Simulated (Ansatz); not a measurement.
I need a scan of the energy under strain of LuPd, space group Pm-3m. Use the Ansatz DFT code, driven from Python. Use (first run): PBEsol, PAW, cutoff 476 eV, 10×10×10 k-points, Fermi-Dirac smearing of 0.05 eV.

```yaml
crystal:
  lattice:
    - [3.41500, 0.00000, 0.00000]
    - [0.00000, 3.41500, 0.00000]
    - [0.00000, 0.00000, 3.41500]
  atoms:
    - { symbol: Lu, position: [0.00000, 0.00000, 0.00000] }
    - { symbol: Pd, position: [0.50000, 0.50000, 0.50000] }
```

Script `strain_lupd.py`:
```python
'''A rhombohedral strain scan of LuPd.'''

from dataclasses import dataclass

import ansatz
import numpy as np
from tabulate import tabulate


@dataclass(frozen=True)
class Settings:
    tolerance: float = 1e-09
    functional: str = 'pbesol'
    smearing: str = 'fermi_dirac'
    width_ev: float = 0.05
    mesh: tuple[int, ...] = (10, 10, 10)


settings = Settings()

vectors0 = np.array([
    [3.415, 0.0, 0.0],
    [0.0, 3.415, 0.0],
    [0.0, 0.0, 3.415],
])
sites = [
    ('Lu', (0.0, 0.0, 0.0)),
    ('Pd', (0.5, 0.5, 0.5)),
]


def build(cell):
    crystal = ansatz.Crystal(lattice=ansatz.Lattice.of(cell))
    for symbol, position in sites:
        crystal = crystal.atom(symbol, position)
    return crystal

# clamped ions: the fractional positions stay as typed
values = np.linspace(-0.05, 0.05, 5)
energies = []
for d in values:
    strain = d / 2 * (np.ones((3, 3)) - np.eye(3))
    cell = vectors0 @ (np.eye(3) + strain)
    calculation = build(cell).calculation()
    calculation = calculation.scf(tolerance=settings.tolerance)
    calculation = calculation.basis(35 * ansatz.Ry)
    calculation = calculation.functional(settings.functional)
    calculation = calculation.pseudopotentials('paw')
    calculation = calculation.occupations(settings.smearing, width=settings.width_ev)
    calculation = calculation.kpoints(*settings.mesh).stress()
    report = calculation.run().report
    energies.append(report['free_energy_ev'] / len(sites))
    s = report['stress_gpa']
    print(f'd = {d:+.4f}  stress xx yy zz xy (GPa, compression positive): {s[0][0]:8.3f} {s[1][1]:8.3f} {s[2][2]:8.3f} {s[0][1]:8.3f}')
energies = np.array(energies)

print(tabulate(zip(values, 1000 * (energies - energies.min())), headers=['strain', 'dE (meV/atom)'], floatfmt='.3f'))
curvature = 2 * np.polyfit(values, energies, 3)[1]
volume = abs(np.linalg.det(vectors0)) / len(sites)
print(f'd2E/dd2 over the volume: {curvature / volume * 160.21766:.1f} GPa')
```

Output of `python strain_lupd.py`:
```text
DeckWarning: output.stress: scf.convergence.dr2_threshold = 1e-9 eV is looser than the 2e-10 eV advised for a printed stress (1e-10 eV for each atom of the cell: 2). What an SCF threshold leaves in a stress goes as its square root, and in the free energy as the threshold itself, and one threshold admits the most on a [...]
d = -0.0500  stress xx yy zz xy (GPa, compression positive):   -1.445   -1.445   -1.445    2.294
d = -0.0250  stress xx yy zz xy (GPa, compression positive):   -2.019   -2.019   -2.019    0.999
d = +0.0000  stress xx yy zz xy (GPa, compression positive):   -2.205   -2.205   -2.205   -0.000
d = +0.0250  stress xx yy zz xy (GPa, compression positive):   -2.034   -2.034   -2.034   -0.818
d = +0.0500  stress xx yy zz xy (GPa, compression positive):   -1.559   -1.559   -1.559   -1.544
  strain    dE (meV/atom)
--------  ---------------
  -0.050           19.457
  -0.025            4.355
   0.000            0.000
   0.025            3.734
   0.050           14.296
d2E/dd2 over the volume: 109.3 GPa
```
(Warnings from the package without file and line, shortened.)

Against the unstrained cell the energy per atom changes by +19.46 meV at one end of the scan and +14.30 meV at the other, and its second derivative over the volume is 109.3 GPa.

Caveats:
- Spin is left out of this run.
- The curvature belongs to this strain pattern and to the cell's stress; it equals a single elastic constant only for simple patterns.
- In a metal a curvature from energy changes of a few meV or less hangs on mesh and smearing, in size and even in sign.
- The starting cell is as deposited in a crystallographic database; the results hold for this polymorph, which needn't be the stable one.
- The ions keep their fractional positions (clamped ions).
- Hardware and time: 52 s on 1 thread of Arm Neoverse V1, with other jobs on the host, peak memory 0.48 GiB.
